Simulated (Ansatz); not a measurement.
# CH9ClSi3: the cost of one run

All numbers below are computed with Ansatz 0.2.0 (RHF/STO-3G).

### Step 1. The system as given

Bond lengths: Si1–Cl2 2.130 Å, Si1–C3 1.870 Å, C3–H4 1.110 Å, C3–H5 1.110 Å, C3–H6 1.110 Å, Si1–Si7 2.218 Å, Si7–H8 1.460 Å, Si7–H9 1.460 Å, Si7–H10 1.460 Å, Si1–Si11 2.218 Å, Si11–H12 1.460 Å, Si11–H13 1.460 Å, Si11–H14 1.460 Å. Angles (14 of 24 angles, heavy atoms first): Cl2–Si1–C3 109.4°, Cl2–Si1–Si7 109.5°, Cl2–Si1–Si11 109.5°, C3–Si1–Si7 109.5°, C3–Si1–Si11 109.5°, Si7–Si1–Si11 109.5°, Si1–C3–H4 109.5°, Si1–C3–H5 109.5°, Si1–C3–H6 109.5°, Si1–Si7–H8 109.5°, Si1–Si7–H9 109.5°, Si1–Si7–H10 109.5°, Si1–Si11–H12 109.5°, Si1–Si11–H13 109.5°.

Structure file:

```xyz
14

Si    0.0000    0.0000    0.0000
Cl    0.0000    0.0000    2.1300
C     1.7634    0.0000   -0.6227
H     2.1111   -1.0463   -0.7509
H     1.8119    0.5276   -1.5981
H     2.4154    0.5187    0.1108
Si   -1.0456    1.8115   -0.7393
H    -2.4302    1.4780   -1.0607
H    -1.0215    2.8436    0.2931
H    -0.3743    2.3069   -1.9374
Si   -1.0456   -1.8115   -0.7393
H    -1.7029   -2.4846    0.3772
H    -2.0454   -1.4265   -1.7311
H    -0.0777   -2.7173   -1.3511
```

### Step 2. Preparing the start

File input.yaml:

```yaml
crystal:
  periodic: [false, false, false]
  atoms:
    - { symbol: Si, position_ang: [0.0, 0.0, 0.0] }
    - { symbol: Cl, position_ang: [0.0, 0.0, 2.13] }
    - { symbol: C, position_ang: [1.7634, 0.0, -0.6227] }
    - { symbol: H, position_ang: [2.1111, -1.0463, -0.7509] }
    - { symbol: H, position_ang: [1.8119, 0.5276, -1.5981] }
    - { symbol: H, position_ang: [2.4154, 0.5187, 0.1108] }
    - { symbol: Si, position_ang: [-1.0456, 1.8115, -0.7393] }
    - { symbol: H, position_ang: [-2.4302, 1.478, -1.0607] }
    - { symbol: H, position_ang: [-1.0215, 2.8436, 0.2931] }
    - { symbol: H, position_ang: [-0.3743, 2.3069, -1.9374] }
    - { symbol: Si, position_ang: [-1.0456, -1.8115, -0.7393] }
    - { symbol: H, position_ang: [-1.7029, -2.4846, 0.3772] }
    - { symbol: H, position_ang: [-2.0454, -1.4265, -1.7311] }
    - { symbol: H, position_ang: [-0.0777, -2.7173, -1.3511] }
basis:
  gaussian: { orbitals: STO-3G }
hamiltonian:
  xc: hf
relax:
  f_tol: 0.02
  max_steps: 40
```

Launch:

```sh
$ ansatz run input.yaml --threads 1 --pin off --max-ram 2048MiB --backend cpu --events-out ev --progress --plain --runs-dir out
```

Q: Estimate wall time and peak memory on 1 thread of Arm Neoverse V2, shared host.

About 33 s, with a peak of 0.11 GiB.
